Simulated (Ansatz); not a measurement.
# Cd2S: the cost of one run

Computed with Ansatz 0.2.0 (DFT PBEsol, scalar-relativistic, plane waves, PAW, unless a step's input says otherwise).

## 1. Starting point

The structure is trigonal, space group P3m1 (No. 156). The conventional cell has a = 3.963 Å, b = 3.963 Å, c = 5.809 Å, α = 90.00°, β = 90.00°, γ = 120.00°. Around Cd (site symmetry 3m) lie 3 S at 2.60 Å. Around Cd (site symmetry 3m) lie 1 S at 2.52 Å. S (site symmetry 3m) is surrounded by 4 Cd at 2.52 to 2.60 Å.

Structure file:

```xyz
3
Lattice="3.9627 0.0000 0.0000 -1.9813 3.4318 0.0000 0.0000 0.0000 5.8092" Properties=species:S:1:pos:R:3 pbc="T T T"
Cd    1.9813    1.1439    3.3620
Cd    0.0000    2.2878    5.4183
S     0.0000    2.2878    2.1245
```

The structure comes from the Materials Project (structure only).

## 2. A random distortion, cell strained

The change: strain xx, yy, zz, yz, xz, xy = +2.2, +2.3, +0.7, +0.3, +0.0, +0.3 %; atoms moved by 0.15 Å root mean square, at most 0.19 Å.

Contents of input.yaml:

```yaml
crystal:
  lattice:
    - [4.0482240954, 0.0133541981, -0.0017039481]
    - [-2.0125469729, 3.5052963636, 0.0101863964]
    - [-0.0024979526, 0.0158010022, 5.8526447562]
  atoms:
    - { symbol: Cd, position: [0.6622238089, 0.3389630731, 0.5636571716] }
    - { symbol: Cd, position: [0.3290043076, 0.6906280456, 0.9594315586] }
    - { symbol: S, position: [0.3421052135, 0.6370755513, 0.3540682698] }
basis:
  ecutwfc: 420
kpoints:
  mp_grid: { grid: [12, 12, 6] }
hamiltonian:
  xc: pbesol
scf:
  occupations: { method: gaussian, width: 0.05 }
output:
  forces: true
  stress: true
  eigenvalues: true
```

Started as:

```bash
$ ansatz run input.yaml --threads 1 --pin off --max-ram 1331MiB --backend cpu --events-out ev --progress --plain --runs-dir out
```

**Question.** How long does this run take on 1 thread of an x86-64 CPU, shared host, and how much memory does it need?

About 49 s, with a peak of 1.1 GiB.
